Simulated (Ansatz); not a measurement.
Write a Python script for Ansatz 0.2.0, Python API that makes a geometry optimisation of C2H6FNSi, SMILES FC1NC[SiH2]1. Use: PBE0, def2-SVP basis, multiplicity 1.

```xyz
11

F    -1.3146    1.5784    0.2546
C    -0.1031    1.1568    0.1505
N     0.1675    0.1659    1.1841
C    -0.2156   -1.0199    0.4820
Si    0.1248   -0.2035   -1.1758
H     0.6356    1.9826    0.0833
H     1.2143    0.1279    1.4607
H     0.3036   -1.9299    0.6960
H    -1.3550   -1.2033    0.6656
H     1.5348   -0.4047   -1.5799
H    -0.9269   -0.3073   -2.2004
```

Script `c2h6fnsi.py`:
```python
'''Minimum-energy structure of C2H6FNSi.'''

import ansatz as az
import numpy as np

BASIS = 'def2-SVP'
FUNCTIONAL = 'pbe0'

GEOMETRY = '''
F    -1.31460    1.57840    0.25460
C    -0.10310    1.15680    0.15050
N     0.16750    0.16590    1.18410
C    -0.21560   -1.01990    0.48200
Si    0.12480   -0.20350   -1.17580
H     0.63560    1.98260    0.08330
H     1.21430    0.12790    1.46070
H     0.30360   -1.92990    0.69600
H    -1.35500   -1.20330    0.66560
H     1.53480   -0.40470   -1.57990
H    -0.92690   -0.30730   -2.20040
'''


def main() -> None:
    mol = az.Crystal.molecule()
    for line in GEOMETRY.strip().splitlines():
        symbol, *xyz = line.split()
        mol = mol.atom(symbol, [float(v) for v in xyz])

    calculation = (
        mol.calculation()
        .basis(gaussian=BASIS)
        .functional(FUNCTIONAL)
    )
    symbols = [site.symbol for site in mol.cartesian_sites]
    start = np.array([site.position_ang for site in mol.cartesian_sites], dtype=float)
    def progress(event):
        if event['event'] == 'relax_step':
            row = event['data']
            print(f'step {row["step"]:3d}  E = {row["lagrangian_ev"]:.6f} eV  max force {row["allowed_force_max_ev_ang"]:.4f} eV/A')


    rep = calculation.relax(force_tolerance=0.01).session().plan().execute(on_event=progress).report
    end = np.array(rep['positions_ang'])

    print(f'E = {rep["free_energy_ev"]:.6f} eV = {rep["free_energy_ev"] / 27.211386246:.7f} Ha')
    print('converged:', rep['converged'], ' doubts:', rep['published_state_doubts'] or 'none')

    print('bond        before    after (A)')
    for i, j in [(0, 1), (1, 2), (1, 4), (1, 5), (2, 3), (2, 6), (3, 4), (3, 7), (3, 8), (4, 9), (4, 10)]:
        d0, d1 = (np.linalg.norm(xyz[i] - xyz[j]) for xyz in (start, end))
        print(f'{symbols[i]}{i}-{symbols[j]}{j}'.ljust(10), f'{d0:8.4f} {d1:8.4f}')
    with open('c2h6fnsi_opt.xyz', 'w') as handle:
        handle.write(f'{len(symbols)}\nrelaxed C2H6FNSi\n')
        handle.writelines(f'{s:2s} {x:11.6f} {y:11.6f} {z:11.6f}\n' for s, (x, y, z) in zip(symbols, end))


if __name__ == '__main__':
    main()
```

Running `python c2h6fnsi.py` prints:
```text
step   1  E = -14236.811521 eV  max force 4.0872 eV/A
step   2  E = -14237.340989 eV  max force 1.6856 eV/A
step   3  E = -14237.432926 eV  max force 0.5013 eV/A
step   4  E = -14237.464885 eV  max force 0.5081 eV/A
step   5  E = -14237.503180 eV  max force 0.5426 eV/A
step   6  E = -14237.555278 eV  max force 0.3568 eV/A
step   7  E = -14237.596991 eV  max force 0.4259 eV/A
step   8  E = -14237.608313 eV  max force 0.4021 eV/A
step   9  E = -14237.643712 eV  max force 0.7269 eV/A
step  10  E = -14237.681325 eV  max force 0.4567 eV/A
step  11  E = -14237.702766 eV  max force 0.2504 eV/A
step  12  E = -14237.706288 eV  max force 0.1178 eV/A
step  13  E = -14237.706750 eV  max force 0.0176 eV/A
step  14  E = -14237.706855 eV  max force 0.0126 eV/A
step  15  E = -14237.706866 eV  max force 0.0048 eV/A
E = -14237.706892 eV = -523.2260776 Ha
converged: True  doubts: none
bond        before    after (A)
F0-C1        1.2870   1.4052
C1-N2        1.4572   1.4153
C1-Si4       1.9135   1.9185
C1-H5        1.1100   1.1018
N2-C3        1.4303   1.4642
N2-H6        1.0834   1.0189
C3-Si4       1.8790   1.9093
C3-H7        1.0693   1.1018
C3-H8        1.1686   1.1064
Si4-H9       1.4805   1.4921
Si4-H10      1.4720   1.4922
```

File `c2h6fnsi_opt.xyz` afterwards:
```text
11
relaxed C2H6FNSi
F    -1.174953    1.721506    0.265499
C     0.104184    1.166675    0.090540
N     0.408449    0.138600    1.014494
C    -0.117122   -1.110537    0.460137
Si    0.057961   -0.229424   -1.224575
H     0.807265    2.014742    0.110079
H     0.341277    0.328579    2.013236
H     0.519498   -1.985608    0.667246
H    -1.158939   -1.349196    0.746034
H     1.348923   -0.499913   -1.922133
H    -1.071143   -0.252424   -2.199858
```

Caveats:
- Total energies depend on the basis set; only differences at equal settings carry meaning.
- The end point is the stationary point reached from this start; no frequency run checks that it is a minimum, and the basis set is modest.
- Finished in 66 s on 1 thread of Arm Neoverse V2 (shared host), peak memory 0.3 GiB.

(Lines on the test bed's own set-up are left out of the output.)
